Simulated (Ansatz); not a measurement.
**TaNH+ (triplet): wave-function methods side by side, def2-QZVPP**

An exercise on one series of results from a longer session: the logs are not shown, and one member is left open.

Method: def2-QZVPP, core rule «outside noble gas», up to 5 orbitals frozen; program: Ansatz 0.2.0, Gaussian basis.

The runs, in order: UHF; ROHF; CCSD(T) on UHF.

2 further runs of the same task are left out: 2 set aside as unsound or not needed. Runs told in other sessions of the task aren't counted.

## The system

The geometry is a PBE0/def2-TZVP stationary point (not a proven minimum). No spin-orbit coupling is included. Elements past krypton take def2 core potentials.

3 atoms, charge 1, spin multiplicity 3.

Atoms are counted from 1 here; the program's logs count them from 0.

Bond lengths: Ta1–N2 1.709 Å, N2–H3 1.016 Å. Angles: Ta1–N2–H3 180.0°.

Set-up of the first run:

Input file in.yaml:

```yaml
crystal:
  periodic: [false, false, false]
  atoms:
    - {symbol: Ta, position_ang: [0.000000, 0.000000, 1.477728]}
    - {symbol: N, position_ang: [0.000000, 0.000000, -0.230873]}
    - {symbol: H, position_ang: [0.000000, 0.000000, -1.246855]}
basis:
  gaussian: {orbitals: "def2-QZVPP.json"}
total_charge: 1
magnetization: {spin_polarized: true, initial_magnetization: 2}
hamiltonian: {xc: hf}
output: {orbitals: {seedname: orbitals}}
```

Command:

```console
> ansatz run in.yaml --threads 1 --pin off --events-out ev --progress --plain --max-ram 4096MiB --backend cpu
```

Among the steps run: UHF; ROHF; CCSD(T) on UHF.

One table of the session follows, with a row left open; its other results are not shown here.

```
  method  from UCCSD(T) (kJ/mol)
    ROHF                  +918.7
     UHF                  +891.6
    UMP2                   +65.3
   UCCSD                       ?
UCCSD(T)                       0
```

**Question.** Estimate the row for UCCSD.

**Answer.** from UCCSD(T) (kJ/mol): +54.1. In the column «from UCCSD(T) (kJ/mol)» it lies between UCCSD(T) (0) and UMP2 (+65.3).
